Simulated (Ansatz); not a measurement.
# GaH6NO: search for a transition state

Wanted: the transition state of a four-centre ligand exchange (form Ga1–O6, N2–H5 and break Ga1–N2, H5–O6). The guess is relaxed with those distances held, a saddle search follows, and vibrations and two downhill relaxations check it.

The runs use Ansatz 0.2.0, Gaussian basis; PBE0-D4, def2-SVP first, then def2-TZVP.

152 further runs of the same task are left out: 152 set aside as unsound or not needed.

## 1. Where the work starts

The guess: 9 atoms, charge 0, spin multiplicity 1.

Atoms are counted from 1 here; the program's logs count them from 0.

Bond lengths: Ga1–N2 1.942 Å, Ga1–H3 1.541 Å, Ga1–H4 1.541 Å, Ga1–H5 1.952 Å, Ga1–O6 1.946 Å, N2–H7 1.016 Å, N2–H8 1.016 Å, H5–O6 1.156 Å, O6–H9 0.959 Å. Angles: N2–Ga1–H3 115.6°, N2–Ga1–H4 115.6°, N2–Ga1–H5 43.0°, N2–Ga1–O6 77.5°, H3–Ga1–H4 121.0°, H3–Ga1–H5 118.5°, H3–Ga1–O6 108.9°, H4–Ga1–H5 118.5°, H4–Ga1–O6 108.9°, H5–Ga1–O6 34.5°, Ga1–N2–H7 122.8°, Ga1–N2–H8 122.8°, H7–N2–H8 106.4°, Ga1–H5–O6 72.5°, Ga1–O6–H5 73.0°, Ga1–O6–H9 165.7°, H5–O6–H9 121.3°.

Geometry (Å):

| atom | x (Å) | y (Å) | z (Å) |
| --- | --- | --- | --- |
| Ga1 | -0.7791 | -0.2886 | -0.5981 |
| N2 | 0.8971 | 0.6763 | -0.4176 |
| H3 | -0.6976 | -1.6287 | -1.3548 |
| H4 | -2.0464 | 0.5857 | -0.6659 |
| H5 | 0.5211 | 0.0641 | 0.8138 |
| O6 | -0.3175 | -0.5885 | 1.2688 |
| H7 | 1.7676 | 0.3480 | -0.8261 |
| H8 | 0.9496 | 1.6909 | -0.4083 |
| H9 | -0.2947 | -0.8592 | 2.1882 |

Distances that are to change: Ga1–O6 1.95 Å, N2–H5 1.43 Å, Ga1–N2 1.94 Å, H5–O6 1.16 Å.

## 2. Relaxing the guess with the reacting distances held

Input file hold/in.yaml:

```yaml
crystal:
  periodic: [false, false, false]
  atoms:
    - {symbol: Ga, position_ang: [-0.779100, -0.288600, -0.598100]}
    - {symbol: N, position_ang: [0.897100, 0.676300, -0.417600]}
    - {symbol: H, position_ang: [-0.697600, -1.628700, -1.354800]}
    - {symbol: H, position_ang: [-2.046400, 0.585700, -0.665900]}
    - {symbol: H, position_ang: [0.521100, 0.064100, 0.813800]}
    - {symbol: O, position_ang: [-0.317500, -0.588500, 1.268800]}
    - {symbol: H, position_ang: [1.767600, 0.348000, -0.826100]}
    - {symbol: H, position_ang: [0.949600, 1.690900, -0.408300]}
    - {symbol: H, position_ang: [-0.294700, -0.859200, 2.188200]}
basis:
  gaussian: {orbitals: def2-SVP}
hamiltonian: {xc: pbe0, dispersion: d4}
relax: {f_tol: 0.04, max_steps: 150, escape_saddle: false, constraints: [{distance: [0, 5]}, {distance: [1, 4]}, {distance: [0, 1]}, {distance: [4, 5]}]}
```

Command:

```bash
$ ansatz run in.yaml --threads 4 --pin off --events-out ev --progress --plain --max-ram 9574MiB
```

Log (excerpt; [...] marks lines left out):

```text
Functional definition: PBE0
  name "PBE0"
  cite "Adamo & Barone, J. Chem. Phys. 110, 6158 (1999) doi:10.1063/1.478522"
  cite "Perdew, Burke & Ernzerhof, Phys. Rev. Lett. 77, 3865 (1996) doi:10.1103/PhysRevLett.77.3865"
  parent pbe
[...]
968 factors; integrals over basis functions are off by at most 4.0e-4 eV
[...]
mean field -55992.71407695 eV, -2057.6942891032 hartree, gradient 2.2e-5 eV, S^2 0.000000; 0 other end points of the search recorded, 0 dependent functions left out
[...]
reference -55992.71410630 eV, -2057.6942901816 hartree; 26, 26 occupied and 64, 64 virtual orbitals, 968 factors
relax step   1: F+E_penalty+E_count = -55992.83131669 eV  Δ(F+E_penalty+E_count) = +0.000e0 eV  max|allowed force component| = 7.075e-1 eV/Å  Δτ_max = 0.0000 Å  (24 SCF iters, accepted)
[...]
relax step   3: F+E_penalty+E_count = -55992.96455645 eV  Δ(F+E_penalty+E_count) = -1.677e-2 eV  max|allowed force component| = 2.280e-1 eV/Å  Δτ_max = 0.0332 Å  (26 SCF iters, accepted)
[...]
relax step   5: F+E_penalty+E_count = -55992.99000816 eV  Δ(F+E_penalty+E_count) = -1.021e-2 eV  max|allowed force component| = 3.654e-1 eV/Å  Δτ_max = 0.0845 Å  (29 SCF iters, accepted)
[...]
relax step   7: F+E_penalty+E_count = -55993.05668091 eV  Δ(F+E_penalty+E_count) = -4.897e-2 eV  max|allowed force component| = 4.958e-1 eV/Å  Δτ_max = 0.2000 Å  (28 SCF iters, accepted)
[...]
  distance Ga 0 - O 5 held at 1.946363 Å   reaction = -9.2757e-1 eV/Å
  distance N 1 - H 4 held at 1.425662 Å   reaction = +2.6188e-1 eV/Å
  distance Ga 0 - N 1 held at 1.942488 Å   reaction = -4.7999e-1 eV/Å
  distance H 4 - O 5 held at 1.155925 Å   reaction = +3.2884e-1 eV/Å
968 factors; integrals over basis functions are off by at most 4.0e-4 eV
mean field -55992.95775655 eV, -2057.7032441633 hartree, gradient 2.4e-5 eV, S^2 0.000000; 1 other end points of the search recorded, 0 dependent functions left out
[...]
reference -55992.95778567 eV, -2057.7032452336 hartree; 26, 26 occupied and 64, 64 virtual orbitals, 968 factors
Total energy: -55993.07582901 eV, -2057.7075832460 hartree
Atom 0 at    -0.751230    -0.347890    -0.556891 Å, force    -0.700205    -0.047401    -0.903104 eV/Å
Atom 1 at     0.901059     0.656523    -0.371540 Å, force     0.362631     0.122172     0.269912 eV/Å
Atom 2 at    -0.618332    -1.624592    -1.453328 Å, force    -0.001127     0.000338     0.000434 eV/Å
Atom 3 at    -2.021772     0.571198    -0.432173 Å, force    -0.002589     0.004666     0.002736 eV/Å
Atom 4 at     0.649935    -0.019929     0.858037 Å, force    -0.175138    -0.086263    -0.115451 eV/Å
Atom 5 at    -0.128272    -0.787578     1.233899 Å, force     0.521220     0.012014     0.746246 eV/Å
Atom 6 at     1.720248     0.367480    -0.902419 Å, force    -0.000177    -0.000585    -0.005334 eV/Å
Atom 7 at     0.861980     1.673623    -0.386617 Å, force    -0.001448    -0.004336     0.008171 eV/Å
Atom 8 at    -0.613518    -0.488835     2.011031 Å, force    -0.003168    -0.000605    -0.003608 eV/Å
Dipole moment:     0.267359     0.381827     0.269689 e Å
```

Wall time 1.8 min (4 threads of Intel Xeon at 2.50GHz, shared host); peak memory 0.2 GiB.

The steps of the relaxation: (the energy doesn't fall at every step)

| step | energy from step 1 (eV) | largest force component (eV/Å) |
| --- | --- | --- |
| 1 | 0.0000 | 0.7075 |
| 2 | -0.1165 | 0.2905 |
| 3 | -0.1332 | 0.2280 |
| 4 | -0.1485 | 0.2629 |
| 5 | -0.1587 | 0.3654 |
| 6 | -0.1764 | 0.5234 |
| 7 | -0.2254 | 0.4958 |
| 8 | -0.1971 | 1.6331 |
| 9 | -0.2388 | 0.2275 |
| 10 | -0.2442 | 0.0433 |
| 11 | -0.2445 | 0.0087 |

Distances of close pairs at the start and the end, largest changes first:

| bond | before (Å) | after (Å) | change (Å) |
| --- | --- | --- | --- |
| Ga1–H5 | 1.952 | 2.018 | +0.067 |
| Ga1–H4 | 1.541 | 1.573 | +0.032 |
| Ga1–H3 | 1.541 | 1.566 | +0.025 |
| O6–H9 | 0.959 | 0.964 | +0.005 |
| N2–H7 | 1.016 | 1.018 | +0.002 |
| N2–H8 | 1.016 | 1.018 | +0.002 |
| H5–O6 | 1.156 | 1.156 | -0.000 |
| Ga1–N2 | 1.942 | 1.942 | +0.000 |

## 3. Force constants to start from

Input file hessian/in.yaml:

```yaml
crystal:
  periodic: [false, false, false]
  atoms:
    - {symbol: Ga, position_ang: [-0.751230, -0.347890, -0.556891]}
    - {symbol: N, position_ang: [0.901059, 0.656523, -0.371540]}
    - {symbol: H, position_ang: [-0.618332, -1.624592, -1.453328]}
    - {symbol: H, position_ang: [-2.021772, 0.571198, -0.432173]}
    - {symbol: H, position_ang: [0.649935, -0.019929, 0.858037]}
    - {symbol: O, position_ang: [-0.128272, -0.787578, 1.233899]}
    - {symbol: H, position_ang: [1.720248, 0.367480, -0.902419]}
    - {symbol: H, position_ang: [0.861980, 1.673623, -0.386617]}
    - {symbol: H, position_ang: [-0.613518, -0.488835, 2.011031]}
basis:
  gaussian: {orbitals: def2-SVP}
hamiltonian: {xc: pbe0, dispersion: d4}
phonons: {}
scf: {lower_state_search: off}
```

Command:

```bash
$ ansatz run in.yaml --threads 4 --pin off --events-out ev --progress --plain --max-ram 9574MiB
```

Log (excerpt; [...] marks lines left out):

```text
[... 5 set-up lines as earlier in the session ...]
[...]
967 factors; integrals over basis functions are off by at most 3.4e-4 eV
[...]
mean field -55992.95774533 eV, -2057.7032437510 hartree, gradient 5.7e-6 eV, S^2 0.000000; 0 other end points of the search recorded, 0 dependent functions left out
[...]
reference -55992.95777386 eV, -2057.7032447995 hartree; 26, 26 occupied and 64, 64 virtual orbitals, 967 factors
[... from here to the last solve, the lines of the solves are left out (53 solves) ...]
967 factors; integrals over basis functions are off by at most 3.4e-4 eV
mean field -55992.95763847 eV, -2057.7032398240 hartree, gradient 2.2e-6 eV, S^2 0.000000; 0 other end points of the search recorded, 0 dependent functions left out
[...]
WARN: phonons: modes at or below zero, which the zero-point energy, F, S and C_V leave out: 1, the lowest at -903.91 cm⁻¹. A minimum has none, and a first-order saddle one
[...]
Atom 2 at    -0.618332    -1.624592    -1.453328 Å, force    -0.001040     0.000357     0.000367 eV/Å
Atom 3 at    -2.021772     0.571198    -0.432173 Å, force    -0.002567     0.004736     0.002635 eV/Å
Atom 4 at     0.649935    -0.019929     0.858037 Å, force    -0.175079    -0.086270    -0.115368 eV/Å
Atom 5 at    -0.128272    -0.787578     1.233899 Å, force     0.521242     0.011993     0.746235 eV/Å
Atom 6 at     1.720248     0.367480    -0.902419 Å, force    -0.000154    -0.000586    -0.005349 eV/Å
Atom 7 at     0.861980     1.673623    -0.386617 Å, force    -0.001441    -0.004312     0.008169 eV/Å
Atom 8 at    -0.613518    -0.488835     2.011031 Å, force    -0.003144    -0.000605    -0.003562 eV/Å
Dipole moment:     0.267360     0.381828     0.269689 e Å
Vibrations: -903.91 383.65 418.41 431.66 464.81 529.83 579.14 678.75 699.28 755.24 765.59 781.08 818.37 1510.30 1548.29 1896.65 1960.95 1991.07 3562.91 3656.05 3901.04 cm⁻¹, zero-point energy 1.694434 eV
Checks for a lower state left out: stability, starts, cluster_reference, orbital_swaps, neighbouring_geometries, increment
```

Wall time 4.5 min (4 threads of Intel Xeon at 2.50GHz, shared host); peak memory 0.19 GiB.

The structure is not stationary yet, so these wavenumbers are no spectrum; the search needs only the force constants.

## 4. Saddle search in the small basis

A small driver takes partitioned rational-function steps: uphill along one mode, downhill along the rest. It calls the program once a step for energy and forces and updates the Hessian by Bofill's formula. It stops when the largest force is under 0.04 eV/Å and the followed curvature is negative. The first step's input:

Input file presaddle/in.yaml:

```yaml
crystal:
  periodic: [false, false, false]
  atoms:
    - {symbol: Ga, position_ang: [-0.751230, -0.347890, -0.556891]}
    - {symbol: N, position_ang: [0.901059, 0.656523, -0.371540]}
    - {symbol: H, position_ang: [-0.618332, -1.624592, -1.453328]}
    - {symbol: H, position_ang: [-2.021772, 0.571198, -0.432173]}
    - {symbol: H, position_ang: [0.649935, -0.019929, 0.858037]}
    - {symbol: O, position_ang: [-0.128272, -0.787578, 1.233899]}
    - {symbol: H, position_ang: [1.720248, 0.367480, -0.902419]}
    - {symbol: H, position_ang: [0.861980, 1.673623, -0.386617]}
    - {symbol: H, position_ang: [-0.613518, -0.488835, 2.011031]}
basis:
  gaussian: {orbitals: def2-SVP}
hamiltonian: {xc: pbe0, dispersion: d4}
output: {forces: true}
scf: {lower_state_search: off}
```

Command:

```bash
$ ansatz run in.yaml --threads 4 --pin off --events-out ev --progress --plain --max-ram 9574MiB
```

Step by step:

| step | energy (eV) | largest force (eV/Å) | followed curvature (eV/Å²) |
| --- | --- | --- | --- |
| 1 | -55993.07580 | 0.9030 | -5.18 |
| 2 | -55993.12429 | 0.1517 | -5.03 |
| 3 | -55993.12499 | 0.0179 | -4.48 |

The 3 steps took 15 s in all (4 threads of Intel Xeon at 2.50GHz, shared host).

## 5. Saddle search in triple zeta

The search itself is an outer loop (partitioned rational-function steps, Bofill update of the Hessian). Each step is one single-point run with forces. It stops when the largest force is under 0.01 eV/Å and the followed curvature is negative. The first step's input:

Input file saddle/in.yaml:

```yaml
crystal:
  periodic: [false, false, false]
  atoms:
    - {symbol: Ga, position_ang: [-0.782103, -0.356997, -0.592179]}
    - {symbol: N, position_ang: [0.903616, 0.650424, -0.352334]}
    - {symbol: H, position_ang: [-0.629686, -1.634231, -1.479384]}
    - {symbol: H, position_ang: [-2.041487, 0.569397, -0.449133]}
    - {symbol: H, position_ang: [0.645846, -0.013659, 0.823224]}
    - {symbol: O, position_ang: [-0.097960, -0.790687, 1.262988]}
    - {symbol: H, position_ang: [1.725170, 0.365684, -0.882116]}
    - {symbol: H, position_ang: [0.863872, 1.667639, -0.354587]}
    - {symbol: H, position_ang: [-0.587169, -0.457571, 2.023521]}
basis:
  gaussian: {orbitals: def2-TZVP}
hamiltonian: {xc: pbe0, dispersion: d4}
output: {forces: true}
scf: {lower_state_search: off}
```

Command:

```bash
$ ansatz run in.yaml --threads 4 --pin off --events-out ev --progress --plain --max-ram 9574MiB
```

Step by step:

| step | energy (eV) | largest force (eV/Å) | followed curvature (eV/Å²) |
| --- | --- | --- | --- |
| 1 | -56004.15712 | 0.3095 | -4.48 |
| 2 | -56004.16047 | 0.0250 | -4.43 |
| 3 | -56004.16052 | 0.0159 | -4.44 |
| 4 | -56004.16052 | 0.0014 | -4.46 |

The 4 steps took 34 s in all (4 threads of Intel Xeon at 2.50GHz, shared host).

The point found:

```
Ga   -0.7792   -0.3543   -0.5951
N     0.9064    0.6514   -0.3558
H    -0.6310   -1.6307   -1.4811
H    -2.0422    0.5614   -0.4386
H     0.6440   -0.0072    0.8191
O    -0.0934   -0.7893    1.2667
H     1.7233    0.3628   -0.8769
H     0.8660    1.6613   -0.3533
H    -0.5940   -0.4554    2.0150
```

Followed mode, largest move set to 1: H5 (0.40, 0.55, -0.74); Ga1 (-0.18, -0.21, 0.27); N2 (0.03, -0.11, 0.28); H8 (-0.02, -0.10, 0.15).

[end of part 1 of 2]
